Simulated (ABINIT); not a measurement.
# Al3Au (I4/mmm) in ABINIT: equation of state

Aim: energy against volume of Al3Au in PBEsol, for its equilibrium volume and stiffness.

All numbers are computed with ABINIT 10.8.3 (patched build); they aren't measurements. Logs are shortened: lines on timing, memory, paths and dates and some standing lists are left out, and cuts for length are marked. The log counts tension as positive stress, the text compression.

**1. Starting point**

Symmetry: I4/mmm, No. 139, tetragonal system. The conventional cell has a = 4.051 Å, b = 4.051 Å, c = 8.113 Å, α = 90.00°, β = 90.00°, γ = 90.00°. Au (site symmetry 4/mmm) is surrounded by 12 Al at 2.86 to 2.87 Å. Around Al (site symmetry 4/mmm) lie 4 Au at 2.86 Å and 8 Al at 2.87 Å. Al (site symmetry -4m2) is surrounded by 8 Al at 2.86 to 2.87 Å and 4 Au at 2.87 Å.

The cell comes from a database or a generator and needn't be the stable form of this composition.

**2. Equation of state, PBEsol**

run.abi reads:

```
ndtset 7
getwfk -1
scalecart1 3*0.9795861087
scalecart2 3*0.9864848297
scalecart3 3*0.9932883884
scalecart4 3*1.0000000000
scalecart5 3*1.0066227096
scalecart6 3*1.0131594038
scalecart7 3*1.0196128224

pp_dirpath "./"
pseudos "Au.upf, Al.upf"

acell 9.3841506766 9.3841506766 9.3841506766
rprim
    -0.4078498751     0.4078498751     0.8168947048
     0.4078498751    -0.4078498751     0.8168947048
     0.4078498751     0.4078498751    -0.8168947048
ntypat 2
znucl 79 13
natom 4
typat 1 2 2 2
xred
     0.0000000000     0.0000000000     0.0000000000
     0.5000000000     0.5000000000     0.0000000000
     0.2500000000     0.7500000000     0.5000000000
     0.7500000000     0.2500000000     0.5000000000

ecut 38.0

kptopt 1
ngkpt 9 9 9
nshiftk 1
shiftk 0.0 0.0 0.0

ixc -116133

nband 18
occopt 3
tsmear 0.00183747

nstep 100
tolvrs 1.0e-10

iomode 3
prtwf 1
prtden 0
prteig 0
prtebands 0
```

Potentials or basis: PseudoDojo NC SR PBEsol v0.4.1 standard.

Command:

```bash
$ abinit run.abi > log 2>&1
```

run.abo:

```text
.Version 10.8.3 of ABINIT
 DATASET    1 : space group I4/m m m (#139); Bravais tI (body-center tetrag.)
================================================================================
 Values of the parameters that define the memory need for DATASET  1.
     intxc =       0    ionmov =       0      iscf =       7    lmnmax =       7
     lnmax =       7     mgfft =      54  mpssoang =       4    mqgrid =    3001
     natom =       4  nloc_mem =       1    nspden =       1   nspinor =       1
    nsppol =       1      nsym =      16    n1xccc =    2501    ntypat =       2
    occopt =       3   xclevel =       2
       mpw =        4755          nfft =      157464          nkpt =          75
================================================================================
================================================================================
[... 61 lines left out ...]
 DATASET    7 : space group I4/m m m (#139); Bravais tI (body-center tetrag.)
================================================================================
 Values of the parameters that define the memory need for DATASET  7.
     intxc =       0    ionmov =       0      iscf =       7    lmnmax =       7
     lnmax =       7     mgfft =      54  mpssoang =       4    mqgrid =    3001
     natom =       4  nloc_mem =       1    nspden =       1   nspinor =       1
    nsppol =       1      nsym =      16    n1xccc =    2501    ntypat =       2
    occopt =       3   xclevel =       2
       mpw =        5365          nfft =      157464          nkpt =          75
================================================================================
================================================================================

--------------------------------------------------------------------------------
------------- Echo of variables that govern the present computation ------------
--------------------------------------------------------------------------------
 -outvars: echo values of preprocessed input variables --------
            acell      9.3841506766E+00  9.3841506766E+00  9.3841506766E+00 Bohr
              amu      1.96966540E+02  2.69815390E+01
             ecut      3.80000000E+01 Hartree
           getwfk          -1
                       outvar_i_n : Printing only first  50 k-points.
              ixc     -116133
           jdtset        1    2    3    4    5    6    7
                       outvar_i_n : Printing only first  50 k-points.
         kptrlatt        9    0    0      0    9    0      0    0    9
          kptrlen1     6.74854936E+01
          kptrlen2     6.79607593E+01
          kptrlen3     6.84294690E+01
          kptrlen4     6.88918443E+01
          kptrlen5     6.93480949E+01
          kptrlen6     6.97984199E+01
          kptrlen7     7.02430078E+01
[... 97 lines left out ...]
                       2.5000000000E-01  7.5000000000E-01  5.0000000000E-01
                       7.5000000000E-01  2.5000000000E-01  5.0000000000E-01
            znucl       79.00000   13.00000

================================================================================

 chkinp: Checking input parameters for consistency, jdtset=   1.

 chkinp: Checking input parameters for consistency, jdtset=   2.
[... 29 lines left out ...]
 getcut: wavevector=  0.0000  0.0000  0.0000  ngfft=  54  54  54
         ecut(hartree)=     38.000   => boxcut(ratio)=   2.11690

--- Pseudopotential description ------------------------------------------------
- pspini: atom type   1  psp file is ./Au.upf
12 -116133 3 -1 1340                          pspcod,pspxc,lmax,lloc,mmax
     nproj     2     2     2     1

- pspini: atom type   2  psp file is ./Al.upf
12 -116133 2 -1 1876                          pspcod,pspxc,lmax,lloc,mmax
     nproj     2     2     2     0

   9.59687841E+02                                ecore*ucvol(ha*bohr**3)
--------------------------------------------------------------------------------

================================================================================

--- !BeginCycle
iteration_state: {dtset: 1, }
solver: {iscf: 7, nstep: 100, nline: 4, wfoptalg: 0, }
tolerances: {tolvrs: 1.00E-10, }
...
[... 1133 lines left out ...]
-Cartesian components of stress tensor (GPa)         [Pressure= -7.3958E+00 GPa]
- sigma(1 1)=  7.28460689E+00  sigma(3 2)=  0.00000000E+00
- sigma(2 2)=  7.28460689E+00  sigma(3 1)=  0.00000000E+00
- sigma(3 3)=  7.61805138E+00  sigma(2 1)=  0.00000000E+00

== END DATASET(S) ==============================================================
================================================================================

 -outvars: echo values of variables after computation  --------
            acell      9.3841506766E+00  9.3841506766E+00  9.3841506766E+00 Bohr
           etotal1    -1.5440176720E+02
           etotal2    -1.5440252364E+02
           etotal3    -1.5440257645E+02
           etotal4    -1.5440200487E+02
           etotal5    -1.5440087897E+02
           etotal6    -1.5439926123E+02
           etotal7    -1.5439720728E+02
            fcart1     2.7287303925E-31  3.2547507092E-31  1.8055498087E-31
                      -1.4794321405E-31 -9.5341182390E-32 -2.9545360507E-32
                      -1.7424422988E-31 -1.3479270614E-31 -2.1994879488E-31
                       4.9314404684E-32 -9.5341182390E-32  6.8939174516E-32
            fcart2     2.5373761275E-50 -3.9175629940E-32 -1.9559161890E-32
                       2.5373761275E-50 -3.9175629940E-32 -1.9559161890E-32
                      -7.6121283826E-50  1.1752688982E-31  5.8677485669E-32
                       2.5373761275E-50 -3.9175629940E-32 -1.9559161890E-32
            fcart3    -5.5118668320E-32 -7.1177007517E-49 -2.7519020331E-32
                      -5.5118668320E-32 -7.1177007517E-49 -2.7519020331E-32
[... 66 lines left out ...]
                       1.3523029785E-17  1.3523029785E-17  4.0565999970E+00
                       2.0253329987E+00 -1.2764570118E-16  2.0282999985E+00
                      -1.0144756528E-17  2.0253329987E+00  2.0282999985E+00
           xangst5     0.0000000000E+00  0.0000000000E+00  0.0000000000E+00
                       2.8882949387E-17  2.8882949387E-17  4.0834656808E+00
                       2.0387461910E+00  2.3500188930E-16  2.0417328404E+00
                      -1.1317314813E-16  2.0387461910E+00  2.0417328404E+00
           xangst6     0.0000000000E+00  0.0000000000E+00  0.0000000000E+00
                      -2.9964228282E-17 -2.9964228282E-17  4.1099824345E+00
                       2.0519851735E+00  0.0000000000E+00  2.0549912172E+00
                       0.0000000000E+00  2.0519851735E+00  2.0549912172E+00
           xangst7     0.0000000000E+00  0.0000000000E+00  0.0000000000E+00
                      -2.2339947313E-17 -2.2339947313E-17  4.1361613723E+00
                       2.0650554951E+00 -3.5250283395E-16  2.0680806862E+00
                       0.0000000000E+00  2.0650554951E+00  2.0680806862E+00
             xred      0.0000000000E+00  0.0000000000E+00  0.0000000000E+00
                       5.0000000000E-01  5.0000000000E-01  1.4430461246E-17
                       2.5000000000E-01  7.5000000000E-01  5.0000000000E-01
                       7.5000000000E-01  2.5000000000E-01  5.0000000000E-01
 Calculation completed.
```

Wall time 39 min (1 thread of Arm Neoverse V1, shared host); peak memory 0.25 GiB.

What came out:

```
Equilibrium volume                        : 16.17 Å³/atom
Bulk modulus at fixed shape and positions : 104 GPa
Pressure derivative of the bulk modulus   : 4.8
```

Energy against volume, from the lowest point:
| volume (Å³/atom) | energy (meV/atom) |
| --- | --- |
| 15.642 | 5.51 |
| 15.974 | 0.36 |
| 16.307 | 0.00 |
| 16.640 | 3.89 |
| 16.973 | 11.55 |
| 17.306 | 22.55 |
| 17.638 | 36.53 |

Caveat: pressures at fixed basis lie under the slope of the energies; the cell was scaled at fixed shape and fractional positions, which overstates the stiffness of a crystal with free parameters, most of all of layers and chains. Spin-orbit coupling is left out, which matters for the levels of Au.
